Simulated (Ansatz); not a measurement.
Ir4W:

```
Ir W
1.0
     1.37784    0.79550   11.31056
    -1.37784    0.79550   11.31056
     0.00000   -1.59099   11.31056
Ir W
4 1
Direct
  0.39967 0.39967 0.39967
  0.80081 0.80081 0.80081
  0.19919 0.19919 0.19919
  0.60033 0.60033 0.60033
  0.00000 0.00000 0.00000
```

The cell comes from a database or a generator and needn't be the stable form of this composition.

Base run:

* Program: Ansatz 0.2.0
* Functional: PBE
* Potentials or basis: Ansatz PAW
* Cutoff: 420 eV (not typed: the program's choice for these potentials)
* k mesh: 11 × 11 × 11
* Occupations: fermi-dirac, width 0.05 eV
* Spin: no spin polarisation

Its results: band gap on the k mesh none (metal or under the smearing width); pressure -1.4 GPa; largest force 0.022 eV/Å.

Question: After a change of settings the same cell gave: band gap on the k mesh none (metal or under the smearing width); pressure -11.9 GPa; largest force 0.033 eV/Å. Which change was it?
A. functional from PBE to LDA
B. functional from PBE to PBEsol
C. functional from PBE to revPBE
D. functional from PBE to RPBE

Answer: B.

PBEsol binds more tightly than PBE, so the same cell stands under less pressure.

Caveats: spin-orbit coupling is left out, which moves the levels of the heavy elements; the PAW data sets come from PBE, with cores solved anew for the run's functional, which leaves a small shift of forces and pressure (some runs).
